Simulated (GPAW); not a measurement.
Crystal: Ba2Tl5V3O12.

```
Ba V Tl O
1.0
     8.15421    0.00000    0.00000
    -4.07711    7.06176    0.00000
     0.00000    0.00000    6.92128
Ba V Tl O
2 3 5 12
Direct
  0.00000 0.00000 0.23552
  0.00000 0.00000 0.76448
  0.50000 0.00000 0.00000
  0.00000 0.50000 0.00000
  0.50000 0.50000 0.00000
  0.50000 0.00000 0.50000
  0.00000 0.50000 0.50000
  0.50000 0.50000 0.50000
  0.33333 0.66667 0.22489
  0.66667 0.33333 0.77511
  0.33890 0.34334 0.81444
  0.65666 0.99556 0.81444
  0.00444 0.66110 0.81444
  0.34334 0.33890 0.18556
  0.99556 0.65666 0.18556
  0.66110 0.00444 0.18556
  0.66110 0.65666 0.18556
  0.34334 0.00444 0.18556
  0.99556 0.33890 0.18556
  0.65666 0.66110 0.81444
  0.00444 0.34334 0.81444
  0.33890 0.99556 0.81444
```

The cell was built by a generator and needn't be a form met in nature.

Base run:

```yaml
Program: GPAW 26.7.0
Functional: AM05
Potentials_or_basis: PAW data sets generated in the run's folder for this functional
Cutoff: 800 eV
Basis: pw
k_mesh: 3 × 3 × 3
Occupations: fermi-dirac, width 0.05 eV
Spin: collinear spin, ferromagnetic start
Starting_moments: "[0.0, 0.0, 2.0, 2.0, 2.0, 0.0, 0.0, 0.0, 0.0, 0.0, 0.0, 0.0, 0.0, 0.0, 0.0, 0.0, 0.0, 0.0, 0.0, 0.0, 0.0, 0.0] μB"
```

Its results: pressure -2.5 GPa; net moment 0.00 μB per cell; largest force 0.135 eV/Å.

Q: The run is repeated on the same cell with these changes: functional from AM05 to LDA; potentials or basis from PAW data sets generated in the run's folder for this functional to the program's PAW data sets (release 1.2.1) made for this functional. What comes out?

A: Pressure -7.1 GPa; net moment 0.00 μB per cell; largest force 0.511 eV/Å.
